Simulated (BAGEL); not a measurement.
# CHAlFO+ (SMILES [O+]#[C][AlH][F]) at RI-MP2/aug-cc-pVDZ (density fitting with qzvpp-jkfit)

What is the energy change on altering one bond length of CHAlFO+ at RI-MP2/aug-cc-pVDZ (density fitting with qzvpp-jkfit)? 

The calculation is run with BAGEL 1.2.2.

## 1. Starting point

CHAlFO+: 5 atoms, total charge +1, spin state singlet. As SMILES, `[O+]#[C][AlH][F]`. The shape comes from GFN2-xTB, which is rough for such elements, and wasn't checked as a minimum.

Bond lengths: O1–C2 1.103 Å, C2–Al3 2.205 Å, Al3–F4 1.616 Å, Al3–H5 1.492 Å. Angles: O1–C2–Al3 171.0°, C2–Al3–F4 96.6°, C2–Al3–H5 117.4°, F4–Al3–H5 146.0°.

## 2. The energy at RI-MP2/aug-cc-pVDZ (density fitting with qzvpp-jkfit)

The input, mp2.json:

```json
{ "bagel" : [

{
  "title" : "molecule",
  "basis" : "aug-cc-pvdz.json",
  "df_basis" : "qzvpp-jkfit",
  "angstrom" : true,
  "geometry" : [
    { "atom" : "O", "xyz" : [    0.875470,   -1.765280,    1.316800 ] },
    { "atom" : "C", "xyz" : [    0.590070,   -0.886690,    0.714870 ] },
    { "atom" : "Al", "xyz" : [   -0.292060,    0.719910,   -0.510680 ] },
    { "atom" : "F", "xyz" : [   -1.742320,    0.033220,   -0.702740 ] },
    { "atom" : "H", "xyz" : [    0.568840,    1.898850,   -0.818240 ] }
  ]
},
{
  "title" : "hf",
  "charge" : 1
},
{
  "title" : "mp2",
  "charge" : 1,
  "ncore" : 8
}

]}
```

The basis set aug-cc-pVDZ is read from a file made from the Basis Set Exchange's data (not shown).

Started as:

```sh
$ BAGEL_NUM_THREADS=1 BAGEL mp2.json > mp2.out
```

Standard output:

```text
* using 1 threads per process

  ===============================================================
  ===============================================================

  *** Geometry ***

  { "atom" : "O", "xyz" : [      1.654399,     -3.335896,      2.488391 ] },
  { "atom" : "C", "xyz" : [      1.115071,     -1.675601,      1.350909 ] },
  { "atom" : "Al", "xyz" : [     -0.551913,      1.360433,     -0.965045 ] },
  { "atom" : "F", "xyz" : [     -3.292508,      0.062777,     -1.327986 ] },
  { "atom" : "H", "xyz" : [      1.074952,      3.588306,     -1.546250 ] },

  Number of auxiliary basis functions:      375

  Since a DF basis is specified, we compute 2- and 3-index integrals:
    o Being stored without compression. Storage requirement is 0.033 GB

  Number of basis functions:      105
  Number of electrons      :       37

    * METHOD: MOLECULE                             0.26

  *** RHF ***

  === Nuclear Repulsion ===
   125.0065862181

      * DIIS with orbital gradients will be used.

  === RHF iteration (aug-cc-pvdz.json) ===
      0       -454.21165841          0.01797906           0.07
      1       -454.33868384          0.01602670           0.07
      2       -454.50144164          0.00164022           0.07
      3       -454.50304249          0.00082582           0.07
      4       -454.50354167          0.00012394           0.07
      5       -454.50355300          0.00002297           0.07
      6       -454.50355364          0.00000968           0.07
      7       -454.50355377          0.00000352           0.07
      8       -454.50355380          0.00000163           0.07
      9       -454.50355380          0.00000064           0.07
     10       -454.50355380          0.00000022           0.07
     11       -454.50355380          0.00000007           0.07
     12       -454.50355380          0.00000003           0.07
     13       -454.50355380          0.00000001           0.07
     14       -454.50355380          0.00000000           0.07
    * SCF iteration converged.

    * Permanent dipole moment:
           (   -1.207011,    -0.882011,     0.015072) a.u.

    * METHOD: HF                                   1.34

  *** RHF ***

  === Nuclear Repulsion ===
   125.0065862181

      * DIIS with orbital gradients will be used.

  === RHF iteration (aug-cc-pvdz.json) ===
      0       -454.50355380          0.00000000           0.07
    * SCF iteration converged.

    * Permanent dipole moment:
           (   -1.207011,    -0.882011,     0.015072) a.u.

  === DF-MP2 calculation ===

    * freezing 8 orbitals
    * 3-index integral transformation done
    * assembly done

      MP2 correlation energy:   -0.5605139735      0.05

      MP2 total energy:       -455.0640677763

    * METHOD: MP2                                  0.21

  ===============================================================
```

Run time: 2 s. Hardware: 1 thread of Arm Neoverse N1, shared host; peak memory 0.11 GiB.

## 3. The distorted shape

The input, input.json:

```json
{ "bagel" : [

{
  "title" : "molecule",
  "basis" : "aug-cc-pvdz.json",
  "df_basis" : "qzvpp-jkfit",
  "angstrom" : true,
  "geometry" : [
    { "atom" : "O", "xyz" : [       1.310555,      -1.559270,       1.374419 ] },
    { "atom" : "C", "xyz" : [       1.025155,      -0.680680,       0.772489 ] },
    { "atom" : "Al", "xyz" : [       0.143025,       0.925920,      -0.453061 ] },
    { "atom" : "F", "xyz" : [      -1.742320,       0.033220,      -0.702740 ] },
    { "atom" : "H", "xyz" : [       1.003925,       2.104860,      -0.760621 ] }
  ]
},

{
  "title" : "hf",
  "charge" : 1
},

{
  "title" : "mp2",
  "charge" : 1,
  "ncore" : 8
}

]}
```

The basis set aug-cc-pVDZ is read from a file made from the Basis Set Exchange's data (not shown).

Started as:

```sh
$ BAGEL_NUM_THREADS=1 BAGEL input.json > input.out
```

Standard output:

```text
* using 1 threads per process

  ===============================================================
  ===============================================================

  *** Geometry ***

  { "atom" : "O", "xyz" : [      2.476590,     -2.946593,      2.597275 ] },
  { "atom" : "C", "xyz" : [      1.937262,     -1.286299,      1.459793 ] },
  { "atom" : "Al", "xyz" : [      0.270278,      1.749735,     -0.856161 ] },
  { "atom" : "F", "xyz" : [     -3.292508,      0.062777,     -1.327986 ] },
  { "atom" : "H", "xyz" : [      1.897143,      3.977609,     -1.437365 ] },

  Number of auxiliary basis functions:      375

  Since a DF basis is specified, we compute 2- and 3-index integrals:
    o Being stored without compression. Storage requirement is 0.033 GB

  Number of basis functions:      105
  Number of electrons      :       37

    * METHOD: MOLECULE                             0.26

  *** RHF ***

  === Nuclear Repulsion ===
   114.2625157021

      * DIIS with orbital gradients will be used.

  === RHF iteration (aug-cc-pvdz.json) ===
      0       -454.07873789          0.01926602           0.07
      1       -454.11073161          0.02279533           0.07
      2       -454.42036935          0.00205306           0.07
      3       -454.42368470          0.00081381           0.07
      4       -454.42412669          0.00028454           0.07
      5       -454.42421214          0.00008935           0.07
      6       -454.42422629          0.00003492           0.07
      7       -454.42422924          0.00000655           0.07
      8       -454.42422932          0.00000223           0.07
      9       -454.42422933          0.00000092           0.07
     10       -454.42422933          0.00000054           0.07
     11       -454.42422933          0.00000027           0.07
     12       -454.42422933          0.00000013           0.07
     13       -454.42422933          0.00000004           0.07
     14       -454.42422933          0.00000001           0.07
     15       -454.42422933          0.00000001           0.07
    * SCF iteration converged.

    * Permanent dipole moment:
           (   -2.127124,    -1.253157,    -0.142242) a.u.

    * METHOD: HF                                   1.41

  *** RHF ***

  === Nuclear Repulsion ===
   114.2625157021

      * DIIS with orbital gradients will be used.

  === RHF iteration (aug-cc-pvdz.json) ===
      0       -454.42422933          0.00000000           0.07
    * SCF iteration converged.

    * Permanent dipole moment:
           (   -2.127124,    -1.253157,    -0.142242) a.u.

  === DF-MP2 calculation ===

    * freezing 8 orbitals
    * 3-index integral transformation done
    * assembly done

      MP2 correlation energy:   -0.5783430260      0.05

      MP2 total energy:       -455.0025723585

    * METHOD: MP2                                  0.21

  ===============================================================
```

Run time: 2 s. Hardware: 1 thread of Arm Neoverse N1, shared host; peak memory 0.11 GiB.

## 4. What came out

At RI-MP2/aug-cc-pVDZ (density fitting with qzvpp-jkfit), 8 core orbitals frozen:

```
                                                          quantity          value
                                         first shape: total energy  -455.06407 Eh
          first shape: correlation energy (8 core orbitals frozen)     -560.5 mEh
                                     distorted shape: total energy  -455.00257 Eh
      distorted shape: correlation energy (8 core orbitals frozen)     -578.3 mEh
energy change with the Al3–F4 bond stretched from 1.616 to 2.101 Å       1.673 eV
```

**Reading.** With the Al3–F4 bond stretched from 1.616 to 2.101 Å the energy rises by 1.67 eV (39 kcal/mol). The first shape isn't relaxed at this level, so the change isn't measured from a minimum.
